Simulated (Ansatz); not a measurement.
# C2H7InSi: basis-set convergence

How large a basis does C2H7InSi need? Two functionals are run in growing sets.

Program: Ansatz 0.2.0, Gaussian basis. Level of theory: one geometry, several basis sets. These are calculated values, not measurements.

Levels to be run: PBE0-D4/def2-SVP; ωB97M-V/def2-SVP; PBE0-D4/def2-QZVPP; ωB97M-V/def2-QZVPP; the functionals' def2-TZVPP values are taken from earlier runs.

## Step 1: The geometry

The geometry comes from an earlier relaxation with PBE0-D4 in a triple-zeta def2 set; it is a stationary point, not always the lowest conformer. In takes the def2 core potential; no spin-orbit term is included.

11 atoms, charge 0, spin multiplicity 1.

Atoms are counted from 1 here; the program's logs count them from 0.

Bond lengths: C1–Si2 1.876 Å, C1–H5 1.093 Å, C1–H6 1.093 Å, C1–H7 1.093 Å, Si2–C3 1.848 Å, Si2–H8 1.498 Å, Si2–H11 1.498 Å, C3–In4 2.257 Å, C3–H9 1.098 Å, C3–H10 1.097 Å. Angles: Si2–C1–H5 111.2°, Si2–C1–H6 110.6°, Si2–C1–H7 110.6°, H5–C1–H6 108.2°, H5–C1–H7 108.2°, H6–C1–H7 107.9°, C1–Si2–C3 116.4°, C1–Si2–H8 108.1°, C1–Si2–H11 108.1°, C3–Si2–H8 109.0°, C3–Si2–H11 109.0°, H8–Si2–H11 105.7°, Si2–C3–In4 112.6°, Si2–C3–H9 110.9°, Si2–C3–H10 110.9°, In4–C3–H9 107.1°, In4–C3–H10 107.2°, H9–C3–H10 107.7°.

## Step 2: PBE0-D4 in def2-SVP

Input file in.yaml:

```yaml
crystal:
  periodic: [false, false, false]
  atoms:
    - {symbol: C, position_ang: [-0.802443, 1.491116, 0.226901]}
    - {symbol: Si, position_ang: [-0.370586, -0.212407, -0.429647]}
    - {symbol: C, position_ang: [1.117950, -1.022426, 0.306811]}
    - {symbol: In, position_ang: [1.514465, -3.067248, -0.563320]}
    - {symbol: H, position_ang: [-1.693606, 1.890201, -0.264595]}
    - {symbol: H, position_ang: [-0.994606, 1.451736, 1.302101]}
    - {symbol: H, position_ang: [0.021661, 2.188896, 0.058140]}
    - {symbol: H, position_ang: [-0.185337, -0.107521, -1.912398]}
    - {symbol: H, position_ang: [0.999121, -1.149377, 1.390491]}
    - {symbol: H, position_ang: [2.017651, -0.417088, 0.137757]}
    - {symbol: H, position_ang: [-1.558870, -1.102882, -0.231441]}
basis:
  gaussian: {orbitals: def2-SVP}
hamiltonian: {xc: pbe0, dispersion: d4}
output: {orbitals: {seedname: orbitals}}
```

After this run come: ωB97M-V in def2-SVP; PBE0-D4 in def2-QZVPP; ωB97M-V in def2-QZVPP.

Before running them: what should the planned runs give, taken together? Wanted: PBE0-D4: double and triple zeta above quadruple; ωB97M-V: double and triple zeta above quadruple.

The runs gave:

| quantity | value |
| --- | --- |
| PBE0-D4: double and triple zeta above quadruple | 5.80, 0.43 eV |
| ωB97M-V: double and triple zeta above quadruple | 5.98, 0.41 eV |

What this shows: For PBE0-D4 the step from double to triple zeta gains 5.37 eV and the next only 0.43 eV. Total energies overstate the basis error of differences, where much of it tends to cancel.
